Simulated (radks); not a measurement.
# Nuclear size and the levels of Ce⁴⁹⁺

Aim: how the total energy, the levels and the density at the nucleus of Ce⁴⁹⁺ respond when the nuclear radius is scaled.

Program: radks (a radial shooting solver on a logarithmic mesh, Libxc functionals) version 1. Level of theory: Dirac Kohn-Sham, LDA (Slater exchange, Perdew-Wang correlation), spin-unpolarised, spherical densities, finite nucleus; open shells are shared between the two j in proportion to 2j + 1. These are calculated values, not measurements, unless marked.

### 1 What is computed

```
element            : cerium (Z = 58)
charge             : +49
electrons          : 9
configuration      : [He] 2s2 2p5
nuclear rms radius : 4.8771 fm
```

The outer shells:

Ce⁴⁹⁺
```
[He] core
2s [↑↓]
2p [↑↓][↑↓][↑ ]
```

### 2 rms radius 4.8771 fm

Settings of this run:

```text
Z 58
configuration [He] 2s2 2p5 3s0 3p0
relativity Dirac
functional lda,pw
spin unpolarised
j_filling average
nucleus finite rms 4.8771 fm
c 137.035999084
```

On the command line:

```bash
> python run_ks.py task.json out
```

This one command runs every case of the session in turn.

### 3 rms radius 4.0187 fm

Settings, as their differences from step 2:

```diff
@@ -6,3 +6,3 @@
 j_filling average
-nucleus finite rms 4.8771 fm
+nucleus finite rms 4.0187 fm
 c 137.035999084
```

### 4 rms radius 4.7162 fm

Settings, as their differences from step 3:

```diff
@@ -6,3 +6,3 @@
 j_filling average
-nucleus finite rms 4.0187 fm
+nucleus finite rms 4.7162 fm
 c 137.035999084
```

### 5 rms radius 5.3453 fm

Settings, as their differences from step 4:

```diff
@@ -6,3 +6,3 @@
 j_filling average
-nucleus finite rms 4.7162 fm
+nucleus finite rms 5.3453 fm
 c 137.035999084
```

### 6 rms radius 5.555 fm

Settings, as their differences from step 5:

```diff
@@ -6,3 +6,3 @@
 j_filling average
-nucleus finite rms 5.3453 fm
+nucleus finite rms 5.555 fm
 c 137.035999084
```

What does the calculation give? Wanted: for each run, rms radius; total energy shift; density at nucleus; 1s1/2 shift; 2s1/2 shift; 2p1/2 shift; 3s1/2 shift.

**Answer**, as computed:

| rms radius (fm) | total energy shift (eV) | density at nucleus (e/bohr³) | 1s1/2 shift (meV) | 2s1/2 shift (meV) | 2p1/2 shift (meV) | 3s1/2 shift (meV) |
| --- | --- | --- | --- | --- | --- | --- |
| 4.0187 | -3.29 | 3.882e+05 | -1405 | -183 | 1.59 | -50.4 |
| 4.7162 | -0.655 | 3.755e+05 | -280 | -36.4 | 0.315 | -10.0 |
| 4.8771 | 0 | 3.729e+05 | 0 | 0 | 0 | 0 |
| 5.3453 | 2.01 | 3.659e+05 | 856 | 111 | -0.962 | 30.7 |
| 5.555 | 2.95 | 3.63e+05 | 1260 | 164 | -1.41 | 45.2 |

In words: Shifts are against the first run. Over the range the 1s1/2 level moves by 2.67 eV and the 3s1/2 level by 95.6 meV. A larger nucleus binds the 1s electrons less and lowers the density at its centre. These are shifts of eigenvalues, not the field shifts of spectral lines.
